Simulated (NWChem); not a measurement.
**C2H6F2OSi (SMILES OC[SiH](F)CF) at HF/def2-SVP**

Wanted: energy and gradient of C2H6F2OSi. 

The calculation is run with NWChem 7.3.0.

1 further run of the same task is left out (set aside as unsound or not needed).

## Step 1: The structure to begin with

C2H6F2OSi has 12 atoms, charge 0, and is taken as a singlet. SMILES: `OC[SiH](F)CF`. The coordinates come from a PBE0-D4/def2-TZVP relaxation. This is one conformer, not always the lowest.

Bond lengths: O1–C2 1.424 Å, C2–Si3 1.875 Å, Si3–F4 1.610 Å, Si3–C5 1.885 Å, C5–F6 1.396 Å, O1–H7 0.961 Å, C2–H8 1.094 Å, C2–H9 1.099 Å, Si3–H10 1.485 Å, C5–H11 1.095 Å, C5–H12 1.094 Å. Some angles: O1–C2–Si3 110.3°, C2–Si3–F4 106.4°, C2–Si3–C5 110.7°, F4–Si3–C5 106.9°, Si3–C5–F6 107.6°, O1–C2–H8 106.7°, O1–C2–H9 111.8°, Si3–C2–H8 109.4°, Si3–C2–H9 112.0°, C2–O1–H7 108.3°.

## Step 2: Energy and gradient at HF/def2-SVP

run.py reads:

```python
from ase import Atoms
from ase.calculators.nwchem import NWChem

atoms = Atoms(['O', 'C', 'Si', 'F', 'C', 'F', 'H', 'H', 'H', 'H', 'H', 'H'], positions=[
    [-0.023800, -1.991700, 0.570100],
    [0.795200, -0.861700, 0.855300],
    [0.539200, 0.470700, -0.438700],
    [0.756800, -0.236100, -1.868700],
    [-1.236900, 1.100100, -0.404700],
    [-1.419600, 1.785400, 0.797400],
    [0.243600, -2.351500, -0.279900],
    [0.480500, -0.484200, 1.832900],
    [1.853400, -1.139700, 0.957300],
    [1.501500, 1.594500, -0.315700],
    [-1.954600, 0.274600, -0.442000],
    [-1.458400, 1.784400, -1.229400],
])

calc = NWChem(
    label='c2h6f2osi',
    theory='scf',
    memory='2200 mb',
    basis='def2-SVP',
    basispar='spherical bse',
    scf={'nopen': '0', 'rhf': None, 'thresh': '1e-08', 'maxiter': '80'},
)
atoms.calc = calc

forces = atoms.get_forces()
e = atoms.get_potential_energy()
print(f"E = {e:.6f} eV")
print("forces (eV/A):")
for s, f in zip(atoms.symbols, forces):
    print(f"{s:2s} {f[0]:10.5f} {f[1]:10.5f} {f[2]:10.5f}")
print("dipole (e A):", atoms.get_dipole_moment().round(4))
```

Launch:

```sh
$ export ASE_NWCHEM_COMMAND="nwchem PREFIX.nwi > PREFIX.nwo"
$ python run.py
```

The log of the run:

```text
E = -17457.994933 eV
forces (eV/A):
O     0.66509    0.17890   -0.82723
C    -0.24513   -0.46249    0.19736
Si    0.15200    0.46732    0.39081
F     0.01352   -0.17890   -0.37770
C    -0.31409    0.30267    0.37600
F     0.13102   -0.36906   -0.62092
H    -0.29424    0.21618    0.82748
H     0.05446   -0.02391   -0.08531
H    -0.12197   -0.02391   -0.01574
H    -0.13092   -0.17381   -0.02108
H     0.08932    0.13555    0.02874
H     0.00082   -0.06860    0.12758
dipole (e A): [ 0.2469  0.0074 -0.2188]
```

The calculator wrote c2h6f2osi.nwi:

```
title "c2h6f2osi"

permanent_dir c2h6f2osi

scratch_dir c2h6f2osi

start c2h6f2osi

geometry units angstrom nocenter noautosym noautoz
  O  -2.3800000000000002e-02 -1.9917000000000000e+00 5.7010000000000005e-01
  C  7.9520000000000002e-01 -8.6170000000000002e-01 8.5529999999999995e-01
  Si 5.3920000000000001e-01 4.7070000000000001e-01 -4.3869999999999998e-01
  F  7.5680000000000003e-01 -2.3610000000000000e-01 -1.8687000000000000e+00
  C  -1.2369000000000001e+00 1.1001000000000001e+00 -4.0470000000000000e-01
  F  -1.4196000000000000e+00 1.7854000000000001e+00 7.9740000000000000e-01
  H  2.4360000000000001e-01 -2.3515000000000001e+00 -2.7989999999999998e-01
  H  4.8049999999999998e-01 -4.8420000000000002e-01 1.8329000000000000e+00
  H  1.8533999999999999e+00 -1.1396999999999999e+00 9.5730000000000004e-01
  H  1.5015000000000001e+00 1.5945000000000000e+00 -3.1569999999999998e-01
  H  -1.9545999999999999e+00 2.7460000000000001e-01 -4.4200000000000000e-01
  H  -1.4583999999999999e+00 1.7844000000000000e+00 -1.2294000000000000e+00
end

memory 2200 mb

basis spherical bse noprint
   * library def2-SVP
end

scf
  nopen 0
  rhf
  thresh 1e-08
  maxiter 80
end

task scf gradient
```

c2h6f2osi.nwo (excerpt; [...] marks lines left out):

```text
[...]
  functions       =   118
[...]
  wavefunction    = RHF
[...]
         Total SCF energy =   -641.569485542577
      One-electron energy =  -1529.409633814853
      Two-electron energy =    566.210153637904
 Nuclear repulsion energy =    321.629994634372
        Time for solution =     19.9s
[...]
                         RHF ENERGY GRADIENTS
    atom               coordinates                        gradient
                 x          y          z           x          y          z
   1 O      -0.044975  -3.763767   1.077333   -0.012934  -0.003479   0.016087
   2 C       1.502710  -1.628377   1.616283    0.004767   0.008994  -0.003838
   3 Si      1.018940   0.889494  -0.829023   -0.002956  -0.009088  -0.007600
   4 F       1.430145  -0.446164  -3.531331   -0.000263   0.003479   0.007345
   5 C      -2.337402   2.078888  -0.764772    0.006108  -0.005886  -0.007312
   6 F      -2.682655   3.373917   1.506868   -0.002548   0.007177   0.012075
   7 H       0.460337  -4.443691  -0.528934    0.005722  -0.004204  -0.016092
   8 H       0.908013  -0.915005   3.463679   -0.001059   0.000465   0.001659
   9 H       3.502418  -2.153721   1.809035    0.002372   0.000465   0.000306
  10 H       2.837424   3.013168  -0.596586    0.002546   0.003380   0.000410
  11 H      -3.693658   0.518919  -0.835259   -0.001737  -0.002636  -0.000559
[...]
```

It took 26 s on 1 thread of Intel Xeon Platinum 8488C (Sapphire Rapids), shared host; peak memory 0.1 GiB.

## Step 3: What came out

Level: HF/def2-SVP.

```
                quantity          value
            total energy  -641.56949 Eh
           dipole moment         1.59 D
             HOMO energy      -11.50 eV
             LUMO energy        4.06 eV
           HOMO–LUMO gap       15.55 eV
largest force on an atom     1.076 eV/Å
```

The largest force is 1.08 eV/Å: the shape isn't a stationary point for this species at this level.
